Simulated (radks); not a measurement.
# Fractional charge and spin in the 4d shell of indium

The task here is to estimate one member of a computed series from the others.

The numbers are computed with radks (a radial shooting solver on a logarithmic mesh, Libxc functionals) version 1 (scalar-relativistic Kohn-Sham, r2SCAN, spin-polarised, spherical densities, finite nucleus), except any that are marked as measured or tabulated.

### The atom as given

```
element            : indium (Z = 49)
configuration      : [Kr] 5s(up 0.5, down 0.5) 4d(up 5, down 5)
nuclear rms radius : 4.6156 fm
```

A shell typed twice in an input gives spin up, then spin down.

Set-up of the first run:

Settings of this run:

```text
Z 49
configuration [Kr] 5s0.5 5s0.5 4d5 4d5
relativity scalar-relativistic
functional r2scan,r2scan
spin polarised
nucleus finite rms 4.6156 fm
c 137.035999084
```

Command:

```sh
$ python run_ks.py task.json out
```

The same process makes all the runs of this session.

Steps of the session up to this table: 4d: up 5, down 5.

One of the session's tables, all rows but one given; the rest of the session is left out.

Sizes of the orbitals, from the radial functions (bohr):

```
level     <r>  outermost maximum (interpolated)  90 % within  nodes
   2p  0.1122                            0.0869        0.183      0
   3s  0.3478                             0.315        0.511      2
   3p  0.3466                             0.309        0.521      1
   3d  0.3243                             0.259        0.511      0
   4s  0.8506                             0.771         1.23      3
   4p  0.9233                             0.817         1.36      2
   4d       ?                                 ?            ?      ?
   5s   2.339                              2.05         3.40      4
```

Estimate the missing values for 4d.

As computed: <r>: 1.162; outermost maximum (interpolated): 0.930; 90 % within: 1.81; nodes: 1. In the column «<r>» it lies between 4p (0.9233) and 5s (2.339).
